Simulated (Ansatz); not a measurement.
# MgBr+ (triplet): from Hartree-Fock to the top rungs at distance Br1–Mg2 = 3.844 Å, cc-pVDZ

The task here is to estimate one member of a computed series from the others.

Method: cc-pVDZ, core rule «outside noble gas», up to 19 orbitals frozen; program: Ansatz 0.2.0, Gaussian basis.

The runs, in order: UHF; CCSD(T) on ROHF; CCSD(T) on UHF; BCCD(T) on ROHF; CISD; CCSDT(Q) on ROHF; CCSDT(Q) on UHF; CASSCF and MRCISD+Q, 4 electrons in 4 orbitals; CASSCF and NEVPT2, 4 electrons in 4 orbitals.

47 further runs of the same task are left out: 22 for a known fault of the program, 2 for a mislabelled method, 19 that didn't finish, 4 set aside as unsound or not needed.

## The system

The geometry derives from a PBE0/def2-TZVP stationary point (not a proven minimum). One bond is set to the value named and the two fragments are kept rigid. No spin-orbit coupling is included. The filled d shell of Br may be among the frozen orbitals whatever the setting's name suggests; the logs give the count.

2 atoms, charge 1, spin multiplicity 3.

Atoms are counted from 1 here; the program's logs count them from 0.

No contacts short enough for the rule that draws bonds.

Set-up of the first run:

in.yaml

```yaml
crystal:
  periodic: [false, false, false]
  atoms:
    - {symbol: Br, position_ang: [0.000000, 0.000000, 0.000000]}
    - {symbol: Mg, position_ang: [0.000000, 0.000000, 3.844000]}
basis:
  gaussian: {orbitals: cc-pVDZ}
total_charge: 1
magnetization: {spin_polarized: true, initial_magnetization: 2}
hamiltonian: {xc: hf}
output: {orbitals: {seedname: orbitals}}
```

Run with:

```bash
$ ansatz run in.yaml --threads 1 --pin off --events-out ev --progress --plain --max-ram 2393MiB
```

Steps of the session up to this table: UHF; CCSD(T) on ROHF; CCSD(T) on UHF; BCCD(T) on ROHF; CISD; CCSDT(Q) on ROHF; CCSDT(Q) on UHF; CASSCF and MRCISD+Q, 4 electrons in 4 orbitals; CASSCF and NEVPT2, 4 electrons in 4 orbitals.

One of the session's tables, all rows but one given; the rest of the session is left out.

```
       method  from UCCSDT(Q) (kcal/mol)
         ROHF                     +71.08
          UHF                     +68.84
         RMP2                      +9.69
         UMP2                      +9.96
         CISD                      +3.08
        RCCSD                      +0.98
        UCCSD                      +0.86
     RCCSD(T)                      +0.30
     UCCSD(T)                      +0.21
      BCCD(T)                      +0.30
       RCCSDT                      +0.17
       UCCSDT                      +0.09
    RCCSDT(Q)                          ?
    UCCSDT(Q)                          0
  CASSCF pair                     +65.18
  NEVPT2 pair                      +8.87
  MRCISD pair                      +2.73
MRCISD+Q pair                      -0.28
```

Estimate the missing values for RCCSDT(Q).

The run gave: from UCCSDT(Q) (kcal/mol): +0.08. In the column «from UCCSDT(Q) (kcal/mol)» it lies between UCCSDT(Q) (0) and UCCSDT (+0.09).

To keep in mind: Restricted and unrestricted rows rest on different reference determinants; where their highest levels disagree by more than a few hundredths of an eV, they describe different states and don't form one ladder.
